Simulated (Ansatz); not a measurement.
# TiO2 (Rutile): a point defect seen from the nuclei (La on a Ti site), part 3 of 3

How do the nuclei near a point defect see it? The defect is La on a Ti site in TiO2 (Rutile) (cell charge -1), first unrelaxed. The cell is a supercell built from an entry of the Crystallography Open Database (COD). Planned: a single point, then a relaxation, then a check of ecutwfc.

Ansatz 0.2.0; DFT, PBE, plane-wave PAW, default files, scalar-relativistic, as far as a step names no other. Earlier steps stand in the parts before.

## (4) Settings changed: basis.ecutwfc = 800 eV

input.yaml reads:

```yaml
crystal:
  lattice:
    - [4.5922, 4.5922, 0.0]
    - [-4.5922, 4.5922, 0.0]
    - [0.0, 0.0, 8.8722]
  atoms:
    - { symbol: La, position: [0.0, 0.0, 0.0] }
    - { symbol: Ti, position: [0.0, 0.0, 0.3333333333] }
    - { symbol: Ti, position: [0.0, 0.0, 0.6666666667] }
    - { symbol: Ti, position: [0.5, 0.5, 0.0] }
    - { symbol: Ti, position: [0.5, 0.5, 0.3333333333] }
    - { symbol: Ti, position: [0.5, 0.5, 0.6666666667] }
    - { symbol: Ti, position: [0.5, 0.0, 0.1666666667] }
    - { symbol: Ti, position: [0.5, 0.0, 0.5] }
    - { symbol: Ti, position: [0.5, 0.0, 0.8333333333] }
    - { symbol: Ti, position: [0.0, 0.5, 0.1666666667] }
    - { symbol: Ti, position: [0.0, 0.5, 0.5] }
    - { symbol: Ti, position: [0.0, 0.5, 0.8333333333] }
    - { symbol: O, position: [0.30496, 0.0, 0.0] }
    - { symbol: O, position: [0.30496, 0.0, 0.3333333333] }
    - { symbol: O, position: [0.30496, 0.0, 0.6666666667] }
    - { symbol: O, position: [0.80496, 0.5, 0.0] }
    - { symbol: O, position: [0.80496, 0.5, 0.3333333333] }
    - { symbol: O, position: [0.80496, 0.5, 0.6666666667] }
    - { symbol: O, position: [0.5, 0.30496, 0.1666666667] }
    - { symbol: O, position: [0.5, 0.30496, 0.5] }
    - { symbol: O, position: [0.5, 0.30496, 0.8333333333] }
    - { symbol: O, position: [0.0, 0.80496, 0.1666666667] }
    - { symbol: O, position: [0.0, 0.80496, 0.5] }
    - { symbol: O, position: [0.0, 0.80496, 0.8333333333] }
    - { symbol: O, position: [0.69504, 0.0, 0.0] }
    - { symbol: O, position: [0.69504, 0.0, 0.3333333333] }
    - { symbol: O, position: [0.69504, 0.0, 0.6666666667] }
    - { symbol: O, position: [0.19504, 0.5, 0.0] }
    - { symbol: O, position: [0.19504, 0.5, 0.3333333333] }
    - { symbol: O, position: [0.19504, 0.5, 0.6666666667] }
    - { symbol: O, position: [0.5, 0.69504, 0.1666666667] }
    - { symbol: O, position: [0.5, 0.69504, 0.5] }
    - { symbol: O, position: [0.5, 0.69504, 0.8333333333] }
    - { symbol: O, position: [0.0, 0.19504, 0.1666666667] }
    - { symbol: O, position: [0.0, 0.19504, 0.5] }
    - { symbol: O, position: [0.0, 0.19504, 0.8333333333] }
total_charge: -1
kpoints:
  mp_grid: { grid: [3, 3, 2] }
scf:
  occupations: { method: fermi_dirac, width: 0.01 }
hamiltonian:
  xc: pbe
  pseudopotentials: { kind: paw }
output:
  forces: true
  stress: true
  populations: true
  efg:
    quadrupole_moments_barn: { La: 0.206, Ti: 0.247, O: -0.02558 }
    contact_densities: true
  write_density: true
  write_potential: true
  elf: true
  volumetric_format: npy
basis:
  ecutwfc: "800 eV"
```

Command:

```console
$ ansatz run input.yaml --threads 1 --pin off --max-ram 3072MiB --backend cpu --events-out ev --progress --plain --runs-dir out
```

Log:

```text
Warning: RAYON_NUM_THREADS=1 ignored (pool sized by the plan → 1); use --threads N
La: projections on atomic orbitals take those of the free atom [Kr 4d10] 4f0 5s2 5p6 5d1 6s2, of charge +0.00 (hamiltonian.pseudopotentials.projection_atoms); the dataset's partial waves leave at most 1.9e-5 of an orbital's norm unspanned inside its sphere
La: output.efg is read without spin–orbit coupling, which moves field gradients at and beside such atoms by some per cent and up to a factor of two; PAW files take it under magnetization.noncollinear and magnetization.spin_orbit
[... 10 set-up lines as earlier in the session ...]
Crystal: 36 atoms, lattice volume = 374.199 Å³
Basis set: ecut = 800 eV, 19241 PW (Γ), exchange–correlation on 120×120×180 points (8 copies of the dense FFT grid, shifted against one another)
Bands: 180, of which v1, the nominal top of the filled ones, is band 144 counted from 1 (143 counted from 0)
[... 2 set-up lines as earlier in the session ...]
k-points: 8 of 18
[... 10 set-up lines as earlier in the session ...]
SCF iter   1: F=—  HF=-47393.539512 eV  |F-HF|=—  |Δ(HF+E_count)|=         —  Δρ=1.34e-2  dr2=1.17e0  ethr=1.77e-3  ⟨swp⟩=5.1  Hψ=5236  notcnv=0  defer=110
preconditioner: auto → Resta (q_TF=auto, 2.612 Å⁻¹)  ε∞=8.5  [insulator: Δε(μ)=0.796 eV  Ē_g=9.872 eV  σ=0.010 eV  W_gap=1.00  n_scr=122 (ndim 8)  ℏωp=27.0 eV  f_vac=0.016  D(μ)=0.00/eV (n_scr^D=0)  ε∞_Penn≈8.5]
SCF iter   2: F=—  HF=-47393.360432 eV  |F-HF|=—  |Δ(HF+E_count)|=   1.79e-1  Δρ=6.35e-3  dr2=1.21e-1  ethr=4.07e-4  ⟨swp⟩=2.0  Hψ=1810  notcnv=0  defer=227
SCF iter   3: F=—  HF=-47393.343726 eV  |F-HF|=—  |Δ(HF+E_count)|=   1.67e-2  Δρ=3.17e-3  dr2=4.99e-2  ethr=4.22e-5  ⟨swp⟩=2.9  Hψ=2080  notcnv=0  defer=227
SCF iter   4: F=—  HF=-47393.338598 eV  |F-HF|=—  |Δ(HF+E_count)|=   5.13e-3  Δρ=1.39e-3  dr2=7.25e-3  ethr=1.73e-5  ⟨swp⟩=2.5  Hψ=2034  notcnv=0  defer=227
SCF iter   5: F=—  HF=-47393.338007 eV  |F-HF|=—  |Δ(HF+E_count)|=   5.91e-4  Δρ=6.28e-4  dr2=1.34e-3  ethr=2.52e-6  ⟨swp⟩=2.8  Hψ=2077  notcnv=0  defer=227
SCF iter   6: F=—  HF=-47393.337883 eV  |F-HF|=—  |Δ(HF+E_count)|=   1.24e-4  Δρ=2.27e-4  dr2=1.99e-4  ethr=4.67e-7  ⟨swp⟩=2.0  Hψ=2046  notcnv=0  defer=227
SCF iter   7: F=—  HF=-47393.337903 eV  |F-HF|=—  |Δ(HF+E_count)|=   2.03e-5  Δρ=1.11e-4  dr2=5.01e-5  ethr=6.92e-8  ⟨swp⟩=2.0  Hψ=2017  notcnv=0  defer=227
SCF iter   8: F=—  HF=-47393.337727 eV  |F-HF|=—  |Δ(HF+E_count)|=   1.76e-4  Δρ=4.40e-5  dr2=6.97e-6  ethr=1.74e-8  ⟨swp⟩=2.0  Hψ=2511  notcnv=0  defer=227
SCF iter   9: F=—  HF=-47393.337728 eV  |F-HF|=—  |Δ(HF+E_count)|=   7.49e-7  Δρ=2.31e-5  dr2=2.10e-6  ethr=2.42e-9  ⟨swp⟩=2.0  Hψ=1978  notcnv=0  defer=227
SCF iter  10: F=—  HF=-47393.337728 eV  |F-HF|=—  |Δ(HF+E_count)|=   2.20e-7  Δρ=1.03e-5  dr2=4.44e-7  ethr=7.28e-10  ⟨swp⟩=2.0  Hψ=1998  notcnv=0  defer=227
SCF iter  11: F=-47393.337728 eV  HF=-47393.337728 eV  |F-HF|=2.71e-8  |Δ(HF+E_count)|=   1.20e-7  Δρ=4.43e-6  dr2=8.17e-8  ethr=3.47e-11  ⟨swp⟩=14.9  Hψ=10429  notcnv=0
SCF 1 converged in 11 iterations: F = -47393.337728 eV  dr2 = 8.17e-8
SCF converged after 11 iterations
Free energy (F): -47393.337728 eV
Harris-Foulkes:  -47393.337728 eV  (|F-HF|=2.71e-8)
Internal energy: -47393.337728 eV  (E = F + TS)
E sigma→0 (E₀):  -47393.337728 eV
Fermi energy:    11.290757 eV
--- Per-component energies (eV) ---
  E_band       = -1999.982515
  E_kinetic    = 7476.701655
  E_local      = -17830.721360  (includes V_loc(G=0)·N_el)
  E_nonlocal   = 1290.501459
  E_hartree    = 6815.178544
  E_xc         = -3021.302728
  E_vxc        = -3800.558511  (∫ρ·V_xc dr)
  E_paw        = -20716.555563  (= ΣΔE_a)
  E_vpaw       = -2766.264799  (= ΣTr[D̂ρ^β])
  E_aug_tail   = 0.004109  (compensation charges beyond the density's cutoff)
  E_ewald      = -21407.143844
  E_smearing   = -0.000000  (= −TS)
  E_closure    = 0.000000  (closes the sum)
  E_deformation_potential = -19.718064  (in the stress; not in F)
  Σ components = -47393.337728   (vs F -47393.337728, Δ=0.00e0)
--- Forces (eV/Å), atoms counted from 1 ---
  atom   1  La     0.00000000    -0.00000000     0.00000000
  atom   2  Ti     0.00000000     0.00000000     0.76710119
  atom   3  Ti     0.00000000     0.00000000    -0.76710119
  atom   4  Ti    -0.00000000     0.00000000     0.00000000
  atom   5  Ti     0.00000000     0.00000000    -0.04619129
  atom   6  Ti    -0.00000000     0.00000000     0.04619129
  atom   7  Ti     0.00000000     0.00000000    -1.35686931
  atom   8  Ti     0.00000000     0.00000000     0.00000000
  atom   9  Ti     0.00000000     0.00000000     1.35686931
  atom  10  Ti     0.00000000     0.00000000     0.14124021
  atom  11  Ti    -0.00000000     0.00000000     0.00000000
  atom  12  Ti     0.00000000     0.00000000    -0.14124021
  atom  13  O      5.45749939     5.45749939     0.00000000
  atom  14  O     -0.06727397    -0.06727397     0.30436620
  atom  15  O     -0.06727397    -0.06727397    -0.30436620
  atom  16  O     -0.31685808    -0.31685808     0.00000000
  atom  17  O     -0.34526234    -0.34526234     0.17539840
  atom  18  O     -0.34526234    -0.34526234    -0.17539840
  atom  19  O     -0.04382302     0.04382302     0.00831789
  atom  20  O      0.05773692    -0.05773692     0.00000000
  atom  21  O     -0.04382302     0.04382302    -0.00831789
  atom  22  O      3.45444391    -3.45444391     7.09921888
  atom  23  O      0.38538413    -0.38538413     0.00000000
  atom  24  O      3.45444391    -3.45444391    -7.09921888
  atom  25  O     -5.45749939    -5.45749939     0.00000000
  atom  26  O      0.06727397     0.06727397     0.30436620
  atom  27  O      0.06727397     0.06727397    -0.30436620
  atom  28  O      0.31685808     0.31685808     0.00000000
  atom  29  O      0.34526234     0.34526234     0.17539840
  atom  30  O      0.34526234     0.34526234    -0.17539840
  atom  31  O      0.04382302    -0.04382302     0.00831789
  atom  32  O     -0.05773692     0.05773692     0.00000000
  atom  33  O      0.04382302    -0.04382302    -0.00831789
  atom  34  O     -3.45444391     3.45444391     7.09921888
  atom  35  O     -0.38538413     0.38538413     0.00000000
  atom  36  O     -3.45444391     3.45444391    -7.09921888
  max |Σ_I F_I| component: 1.78e-15 eV/Å
--- Stress (GPa, compression-positive) ---
       16.737102       2.860404       0.000000
        2.860404      16.737102       0.000000
        0.000000       0.000000      24.839962
  P = ⅓ Tr σ = 19.4381 GPa (194.381 kbar)
--- PAW observables at the nuclei: V_zz in 10²¹ V/m², potentials from the cell's mean, atoms counted from 1 ---
  atom   1  La V_zz =    -4.446531   η = 0.8358   by run symmetry: allowed   C_q = -22.1484 MHz
            electrostatic potential = -9881.731996 V   contact ρ = 2247136.537323 e/Å³
  atom   2  Ti V_zz =    -3.481692   η = 0.9176   by run symmetry: allowed   C_q = -20.7942 MHz
            electrostatic potential = -2528.299447 V   contact ρ = 56791.059289 e/Å³
  atom   3  Ti V_zz =    -3.481692   η = 0.9176   by run symmetry: allowed   C_q = -20.7942 MHz
            electrostatic potential = -2528.299447 V   contact ρ = 56791.059289 e/Å³
  atom   4  Ti V_zz =    -2.006582   η = 0.2645   by run symmetry: allowed   C_q = -11.9842 MHz
            electrostatic potential = -2527.799231 V   contact ρ = 56791.813447 e/Å³
  atom   5  Ti V_zz =    -2.019048   η = 0.1807   by run symmetry: allowed   C_q = -12.0586 MHz
            electrostatic potential = -2527.777795 V   contact ρ = 56791.898670 e/Å³
  atom   6  Ti V_zz =    -2.019048   η = 0.1807   by run symmetry: allowed   C_q = -12.0586 MHz
            electrostatic potential = -2527.777795 V   contact ρ = 56791.898670 e/Å³
  atom   7  Ti V_zz =    -3.333378   η = 0.7016   by run symmetry: allowed   C_q = -19.9084 MHz
            electrostatic potential = -2528.150384 V   contact ρ = 56790.923243 e/Å³
  atom   8  Ti V_zz =    -2.696101   η = 0.3797   by run symmetry: allowed   C_q = -16.1023 MHz
            electrostatic potential = -2527.823581 V   contact ρ = 56792.041350 e/Å³
  atom   9  Ti V_zz =    -3.333378   η = 0.7016   by run symmetry: allowed   C_q = -19.9084 MHz
            electrostatic potential = -2528.150384 V   contact ρ = 56790.923243 e/Å³
  atom  10  Ti V_zz =    -2.675133   η = 0.4186   by run symmetry: allowed   C_q = -15.9771 MHz
            electrostatic potential = -2528.113629 V   contact ρ = 56791.153149 e/Å³
  atom  11  Ti V_zz =    -2.006366   η = 0.2881   by run symmetry: allowed   C_q = -11.9829 MHz
            electrostatic potential = -2527.903505 V   contact ρ = 56791.939266 e/Å³
  atom  12  Ti V_zz =    -2.675133   η = 0.4186   by run symmetry: allowed   C_q = -15.9771 MHz
            electrostatic potential = -2528.113629 V   contact ρ = 56791.153149 e/Å³
  atom  13  O  V_zz =    -1.840553   η = 0.1101   by run symmetry: allowed   C_q = +1.1384 MHz
            electrostatic potential = -626.176321 V   contact ρ = 2159.408656 e/Å³
  atom  14  O  V_zz =    -1.970664   η = 0.9920   by run symmetry: allowed   C_q = +1.2189 MHz
            electrostatic potential = -625.603732 V   contact ρ = 2157.322472 e/Å³
  atom  15  O  V_zz =    -1.970664   η = 0.9920   by run symmetry: allowed   C_q = +1.2189 MHz
            electrostatic potential = -625.603732 V   contact ρ = 2157.322472 e/Å³
  atom  16  O  V_zz =    +2.487720   η = 0.9158   by run symmetry: allowed   C_q = -1.5387 MHz
            electrostatic potential = -625.501505 V   contact ρ = 2157.242294 e/Å³
  atom  17  O  V_zz =    -2.735663   η = 0.8628   by run symmetry: allowed   C_q = +1.6921 MHz
            electrostatic potential = -625.553812 V   contact ρ = 2157.318567 e/Å³
  atom  18  O  V_zz =    -2.735663   η = 0.8628   by run symmetry: allowed   C_q = +1.6921 MHz
            electrostatic potential = -625.553812 V   contact ρ = 2157.318567 e/Å³
  atom  19  O  V_zz =    -2.344532   η = 0.9638   by run symmetry: allowed   C_q = +1.4501 MHz
            electrostatic potential = -625.464123 V   contact ρ = 2157.335288 e/Å³
  atom  20  O  V_zz =    -2.473665   η = 0.9835   by run symmetry: allowed   C_q = +1.5300 MHz
            electrostatic potential = -625.435547 V   contact ρ = 2157.345598 e/Å³
  atom  21  O  V_zz =    -2.344532   η = 0.9638   by run symmetry: allowed   C_q = +1.4501 MHz
            electrostatic potential = -625.464123 V   contact ρ = 2157.335288 e/Å³
  atom  22  O  V_zz =    +3.017076   η = 0.6676   by run symmetry: allowed   C_q = -1.8661 MHz
            electrostatic potential = -626.175216 V   contact ρ = 2159.473289 e/Å³
  atom  23  O  V_zz =    +1.996888   η = 0.8211   by run symmetry: allowed   C_q = -1.2351 MHz
            electrostatic potential = -625.706241 V   contact ρ = 2157.275642 e/Å³
  atom  24  O  V_zz =    +3.017076   η = 0.6676   by run symmetry: allowed   C_q = -1.8661 MHz
            electrostatic potential = -626.175216 V   contact ρ = 2159.473289 e/Å³
  atom  25  O  V_zz =    -1.840553   η = 0.1101   by run symmetry: allowed   C_q = +1.1384 MHz
            electrostatic potential = -626.176321 V   contact ρ = 2159.408656 e/Å³
  atom  26  O  V_zz =    -1.970664   η = 0.9920   by run symmetry: allowed   C_q = +1.2189 MHz
            electrostatic potential = -625.603732 V   contact ρ = 2157.322472 e/Å³
  atom  27  O  V_zz =    -1.970664   η = 0.9920   by run symmetry: allowed   C_q = +1.2189 MHz
            electrostatic potential = -625.603732 V   contact ρ = 2157.322472 e/Å³
  atom  28  O  V_zz =    +2.487720   η = 0.9158   by run symmetry: allowed   C_q = -1.5387 MHz
            electrostatic potential = -625.501505 V   contact ρ = 2157.242294 e/Å³
  atom  29  O  V_zz =    -2.735663   η = 0.8628   by run symmetry: allowed   C_q = +1.6921 MHz
            electrostatic potential = -625.553812 V   contact ρ = 2157.318567 e/Å³
  atom  30  O  V_zz =    -2.735663   η = 0.8628   by run symmetry: allowed   C_q = +1.6921 MHz
            electrostatic potential = -625.553812 V   contact ρ = 2157.318567 e/Å³
  atom  31  O  V_zz =    -2.344532   η = 0.9638   by run symmetry: allowed   C_q = +1.4501 MHz
            electrostatic potential = -625.464123 V   contact ρ = 2157.335288 e/Å³
  atom  32  O  V_zz =    -2.473665   η = 0.9835   by run symmetry: allowed   C_q = +1.5300 MHz
            electrostatic potential = -625.435547 V   contact ρ = 2157.345598 e/Å³
  atom  33  O  V_zz =    -2.344532   η = 0.9638   by run symmetry: allowed   C_q = +1.4501 MHz
            electrostatic potential = -625.464123 V   contact ρ = 2157.335288 e/Å³
  atom  34  O  V_zz =    +3.017076   η = 0.6676   by run symmetry: allowed   C_q = -1.8661 MHz
            electrostatic potential = -626.175216 V   contact ρ = 2159.473289 e/Å³
  atom  35  O  V_zz =    +1.996888   η = 0.8211   by run symmetry: allowed   C_q = -1.2351 MHz
            electrostatic potential = -625.706241 V   contact ρ = 2157.275642 e/Å³
  atom  36  O  V_zz =    +3.017076   η = 0.6676   by run symmetry: allowed   C_q = -1.8661 MHz
            electrostatic potential = -626.175216 V   contact ρ = 2159.473289 e/Å³
--- Band table (eV; the first three rows and the last of 8) ---
[... 4 lines left out ...]
--- Löwdin populations: 36 sites ---
  site symbol       q [e]
     0     La     10.9845
     1     Ti     10.6668
     2     Ti     10.6668
     3     Ti     10.6618
     4     Ti     10.6615
     5     Ti     10.6615
     6     Ti     10.6803
     7     Ti     10.6599
     8     Ti     10.6803
     9     Ti     10.6824
    10     Ti     10.6565
    11     Ti     10.6824
    12      O      6.4716
    13      O      6.6653
    14      O      6.6653
    15      O      6.6616
    16      O      6.6602
    17      O      6.6602
    18      O      6.6589
    19      O      6.6586
    20      O      6.6589
    21      O      6.4654
    22      O      6.6637
    23      O      6.4654
    24      O      6.4716
    25      O      6.6653
    26      O      6.6653
    27      O      6.6616
    28      O      6.6602
    29      O      6.6602
    30      O      6.6589
    31      O      6.6586
    32      O      6.6589
    33      O      6.4654
    34      O      6.6637
    35      O      6.4654
  spilling = 0.003282 (of n_electrons = 288.000000)
```

Wall time 2.8 min (1 thread of Arm Neoverse V2, shared host); peak memory 2 GiB.

State: gap on the mesh 0.32 eV, largest force 8.618 eV/Å, pressure 19.4 GPa.

Beside the values of step 2 (V_zz in 10²¹ V/m²; 10 of 16 rows, with the four largest changes of size):

| site | atoms | V_zz, PBE | V_zz, ecutwfc 800 eV | η, PBE | η, ecutwfc 800 eV |
| --- | --- | --- | --- | --- | --- |
| La | 1 | -4.42 | -4.45 | 0.83 | 0.84 |
| O22 | 22, 24, 34, … | 3.01 | 3.02 | 0.67 | 0.67 |
| O13 | 13, 25 | -1.83 | -1.84 | 0.12 | 0.11 |
| Ti2 | 2, 3 | -3.48 | -3.48 | 0.92 | 0.92 |
| O16 | 16, 28 | 2.48 | 2.49 | 0.92 | 0.92 |
| O14 | 14, 15, 26, … | -1.97 | -1.97 | 0.99 | 0.99 |
| Ti7 | 7, 9 | -3.34 | -3.33 | 0.70 | 0.70 |
| Ti10 | 10, 12 | -2.68 | -2.68 | 0.42 | 0.42 |
| O19 | 19, 21, 31, … | -2.34 | -2.34 | 0.96 | 0.96 |
| O23 | 23, 35 | 1.99 | 2.00 | 0.82 | 0.82 |

The sizes of the gradients above 0.15 moved by 0.2 % in the median, 0.6 % at the site that moves most (small gradients counted from 0.15; La, -4.419 to -4.447). The free energy moved by -4.7 meV/atom.

## (5) From gradients to spectra (values of step 3)

⁴⁹Ti (I = 7/2, Q = 247.0 mb) at 23.5 T, Larmor frequency 56.5 MHz. Second-order quadrupolar shifts of the central transition; chemical shifts are not computed, so all sites share one zero.

| site | count | C_Q (MHz) | η | ν_Q (MHz) | δ_QIS (ppm) |
| --- | --- | --- | --- | --- | --- |
| Ti2 | 2 | 35.5 | 0.67 | 2.53 | -1158.2 |
| Ti7 | 2 | -30.3 | 0.41 | 2.16 | -772.6 |
| Ti10 | 2 | -33.7 | 0.71 | 2.41 | -1058.1 |
| Ti8 | 1 | -13.7 | 0.54 | 0.978 | -164.4 |

⁴⁹Ti central transition, static powder:

(kHz, intensity): (-343.8, 0), (-320.8, 3), (-297.7, 9), (-274.7, 15), (-251.6, 16), (-228.5, 17), (-205.5, 20), (-182.4, 31), (-159.4, 36), (-136.3, 39), (-113.3, 45), (-90.2, 56), (-67.1, 64), (-44.1, 75), (-21.0, 98), (2.0, 100), (25.1, 67), (48.1, 65), (71.2, 41), (94.3, 25), (117.3, 15), (140.4, 11), (163.4, 3), (186.5, 0)

## (6) Summary of results

What follows sums up all 3 parts.

```
                                                         quantity                                                                                                                                                                          value
                                                   state (step 3)                                                                                                           gap on the mesh 1.60 eV, largest force 0.005 eV/Å, pressure 16.3 GPa
                                 V_zz by site, step 3 (10²¹ V/m²)                                                                                           La 20.6, O13 2.25, O22 2.10, Ti2 5.94, O16 2.05, O14 -2.42, Ti7 -5.07, Ti10 -5.64, …
                                      largest C_Q in size, step 3                                                                                                                                                           103 MHz, ¹³⁹La at La
                             step 3 (ions relaxed) against step 2  31 % in the median, over a factor of two at the site that moves most (small gradients counted from 0.15; La, -4.42 to 20.6), with a change of sign at La, O13, Ti2 and others
step 4 (basis.ecutwfc = 800 eV) against step 2, before relaxation                                                               0.2 % in the median, 0.6 % at the site that moves most (small gradients counted from 0.15; La, -4.419 to -4.447)
```

In words: The largest gradient sits at La (6 O at 2.13–2.28 Å). The runs allow no spin. The relaxation kept the symmetry Pmmm, so a distorted place of lower energy may have been missed. Moves of at most 0.34 Å on relaxation changed gradients by over a factor of two in size at the worst site (31 % in the median) (gradients over 0.15 counted), so at some sites the starting positions were a poor guide. At 23.5 T the ⁴⁹Ti line of the largest coupling listed spans about 480 kHz, too broad for magic-angle spinning to narrow; it calls for wide-line methods. The defect repeats with the cell of 36 atoms, so it feels its images: sites between two images don't show the values beside a lone defect, and zeros or small values of η there can come from the images' arrangement. O and Ti carry a gradient in the pure host already, so the values there aren't the defect's effect alone. The relaxation keeps the site symmetry mmm of the start, so the impurity can't leave its site; a start off the site could end lower. A uniform background compensates the cell's charge. The cell keeps the host's lattice, where the PBE pressure is 16 GPa (in a charged cell this depends on the convention for the mean potential). The gap, too, lacks spin–orbit coupling.

The gaps are Kohn-Sham values of a semilocal functional, not quasiparticle or optical gaps. Such gaps usually fall short of the measured ones.
